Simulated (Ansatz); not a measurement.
# SnPt3: the cost of one run

Program: Ansatz 0.2.0 through its Python package. Level of theory: DFT r2SCAN, plane waves, PAW. These are calculated values, not measurements.

**1. The system**

Symmetry: Pm-3m, No. 221, cubic system. Conventional cell: a = 4.000 Å, b = 4.000 Å, c = 4.000 Å, α = 90.00°, β = 90.00°, γ = 90.00°. Sn (site symmetry m-3m) is surrounded by 12 Pt at 2.83 Å. Pt (site symmetry 4/mmm) is surrounded by 4 Sn at 2.83 Å and 8 Pt at 2.83 Å.

No structure file is read: the coordinates are typed or built in the script.

**2. Script**

Contents of ecut_snpt3.py:

```python
"""Cutoff test for SnPt3."""

import ansatz as az
import matplotlib.pyplot as plt


def main() -> None:
    lattice = az.Lattice.of(
        (4.0, 0.0, 0.0),
        (0.0, 4.0, 0.0),
        (0.0, 0.0, 4.0),
    )
    sites = [
        ("Sn", (0.0, 0.0, 0.0)),
        ("Pt", (0.0, 0.5, 0.5)),
        ("Pt", (0.5, 0.0, 0.5)),
        ("Pt", (0.5, 0.5, 0.0)),
    ]
    cell = az.Crystal(lattice=lattice)
    for symbol, position in sites:
        cell = cell.atom(symbol, position)

    job = (
        cell.calculation()
        .functional("r2scan")
        .kpoints(6)
        .occupations("fermi_dirac")  # the run then minimises F = E - TS
    )

    rows = []
    for value in [300, 375, 450, 525, 600, 675]:
        report = job.basis(value).run(threads=1).report
        rows.append((value, report["free_energy_ev"] / len(report["lattice"]["sites"]), report["n_iterations"], report["n_pw"]))

    print(" cutoff (eV)   F/atom (eV)    iterations   plane waves")
    for row in rows:
        print(f"{str(row[0]):>12s}  {row[1]:12.5f}  {row[2]:12d}  {row[3]:12d}")

    # the last row is the reference
    for row in rows[:-1]:
        shift = 1000 * (row[1] - rows[-1][1])
        print(f"{row[0]}: {shift:+.2f} meV/atom" + ("  (within 1 meV)" if abs(shift) < 1 else ""))
    plt.figure(figsize=(4.5, 3))
    plt.plot([str(row[0]) for row in rows], [1000 * (row[1] - rows[-1][1]) for row in rows], "o-")
    plt.xlabel("cutoff (eV)")
    plt.ylabel("F - F(last) (meV/atom)")
    plt.tight_layout()
    plt.savefig("ecut.png", dpi=100)


if __name__ == "__main__":
    main()
```

**3. The calls as engine input**

The engine receives this input (first run):

```yaml
crystal:
  lattice:
    - [4.0, 0.0, 0.0]
    - [0.0, 4.0, 0.0]
    - [0.0, 0.0, 4.0]
  atoms:
    - { symbol: Sn, position: [0.0, 0.0, 0.0] }
    - { symbol: Pt, position: [0.0, 0.5, 0.5] }
    - { symbol: Pt, position: [0.5, 0.0, 0.5] }
    - { symbol: Pt, position: [0.5, 0.5, 0.0] }
basis:
  ecutwfc: 300.0
kpoints:
  mp_grid:
    grid: [6, 6, 6]
hamiltonian:
  xc: r2scan
scf:
  occupations:
    method: fermi_dirac
```

**4. Launch**

Command:

```
> python ecut_snpt3.py
```

What time and memory should one allow on 1 thread of Arm Neoverse V1, shared host?

About 36 s, with a peak of 0.65 GiB.
